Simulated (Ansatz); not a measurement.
# InAg3: band structure with PBEsol

Crystal: InAg3.

```xyz
4
Lattice="1.5519 -2.5962 0.0000 1.5519 2.5962 0.0000 0.0000 0.0000 9.8600" Properties=species:S:1:pos:R:3 pbc="T T T"
In    0.0000    0.0000    0.0000
Ag    1.5519    0.0000    2.5353
Ag    0.0000    0.0000    4.9300
Ag    1.5519    0.0000    7.3247
```

The cell comes from a database or a generator and needn't be the stable form of this composition.

| Property | Result |
| --- | --- |
| Program | Ansatz 0.2.0 |
| Task | band structure |
| Functional | PBEsol |
| Potentials or basis | all-electron LAPW, scalar-relativistic |
| Cutoff | 229 eV (chosen from the basis error) |
| Basis error allowed | 0.002 eV/atom |
| k mesh | 10 × 10 × 3 |
| Occupations | fermi-dirac, width 0.05 eV |
| Spin | no spin polarisation |

```json
{
 "Pressure": "-5.7 GPa",
 "Largest force": "0.100 eV/Å",
 "Band gap along the path": "none (metal or under the smearing width)"
}
```

Forces on the atoms (eV/Å):
```
In   0.000  0.000  0.000
Ag   0.000  0.000  0.100
Ag   0.000  0.000  0.000
Ag   0.000  0.000 -0.100
```

Stress tensor (GPa, compression positive):
```
-5.12  0.00  0.00
 0.00 -5.90  0.00
 0.00  0.00 -6.21
```

Levels at the corners of the path, in eV from the Fermi level:
```tsv
point	band 35	band 36	band 37	band 38	band 39	band 40	band 41	band 42	band 43	band 44
Γ	-3.81	-3.68	-3.61	-3.21	-2.85	-1.19	1.13	8.51	8.87	11.76
X	-3.29	-3.08	-1.00	-0.44	-0.30	2.51	3.01	3.52	3.58	3.73
S	-3.01	-2.83	-2.39	-2.06	-0.33	0.44	1.65	2.58	5.74	5.93
R	-3.09	-2.80	-2.68	-2.09	-0.10	0.44	2.04	3.03	4.21	4.24
A	-3.41	-3.04	-0.97	-0.44	-0.27	2.29	2.73	2.98	4.36	4.78
Z	-3.68	-3.61	-3.43	-3.21	-3.11	-2.87	3.46	4.88	11.87	12.04
Γ	-3.81	-3.68	-3.61	-3.21	-2.85	-1.19	1.13	8.51	8.87	11.76
Y	-3.02	-2.73	-2.62	-1.87	0.75	1.45	1.46	2.23	4.01	4.63
```

It took 56 s on 2 threads of AMD EPYC 7R43 64-Core Processor (Zen 3) (shared host), peak memory 0.65 GiB.

Caveat: spin-orbit coupling is left out, which moves the levels of the heavy elements.
